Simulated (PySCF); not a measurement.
# C4H4BrCl: the cost of one run

Programs: PySCF 2.14.0, with routines of our own; each step states its level. All values are computed. Atoms count from 0.

## (1) The starting structure

10 atoms, charge 0, multiplicity 1; geometry from: GFN2-xTB.

## (2) Relaxing the molecule at PBE0-D3(BJ)/def2-SVP

What the job is given:

```
{"job": {"xc": "PBE0", "basis": "def2-SVP", "d3": "d3bj", "grid": 2, "kind": "geom"}, "charge": 0, "multiplicity": 1}
Cl    -2.382742    -2.347237     0.331401
C     -1.622749    -0.858984    -0.032366
C     -0.319744    -0.646625     0.157375
C      0.307789     0.611000    -0.152362
C      1.608760     0.828231     0.036180
Br     2.431933     2.472741    -0.369665
H     -2.290052    -0.108928    -0.429180
H      0.308204    -1.429276     0.558187
H     -0.322607     1.392657    -0.552483
H      2.290092     0.091076     0.430386
```

Started as:

```
OMP_NUM_THREADS=1 python excited_run.py task.json out
```

The driver reads the jobs from task.json and runs them one after another.

**Question.** How long does this first job take on 1 thread of AMD EPYC 9R14, shared host, and how much memory does it need?

About 22 s, with a peak of 0.7 GiB.
